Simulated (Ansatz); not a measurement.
NbCd3 under changes of volume

One of the cells (18.721 Å³/atom); the others are scaled copies at fixed shape and fractional positions:

```
Cd Nb
1.0
     4.21500    0.00000    0.00000
     0.00000    4.21500    0.00000
     0.00000    0.00000    4.21500
Cd Nb
3 1
Direct
  0.50000 0.50000 0.00000
  0.50000 0.00000 0.50000
  0.00000 0.50000 0.50000
  0.00000 0.00000 0.00000
```

```yaml
Program: Ansatz 0.2.0
Functional: PBE
Potentials_or_basis: Ansatz PAW
Cutoff: "420 eV (not typed: the program's choice for these potentials)"
k_mesh: 6 × 6 × 6
Occupations: fermi-dirac, width 0.05 eV
Spin: no spin polarisation
```

```csv
volume (Å³/atom),energy over the lowest point (meV/atom),pressure (GPa)
17.598,?,?
17.972,73.03,13.0
18.347,46.28,10.0
18.721,26.28,7.2
19.096,12.33,4.8
19.470,3.75,2.6
19.844,0.00,0.7
```

What does the run at 17.598 Å³/atom give?

Energy over the lowest point 107.34 meV/atom; pressure 16.5 GPa.

Worked out: A Birch-Murnaghan fit of order 3 (a polynomial in V^(-2/3)) to the other rows has its minimum at 19.98 Å³/atom, just outside them, with B0 = V·E''(V) = 95 GPa and B' = 4.9. It gives 107.26 meV/atom at 17.598 Å³/atom, against the run's 107.34, and -dE/dV = 16.4 GPa, against 16.5.

Energies are extrapolated to zero smearing.
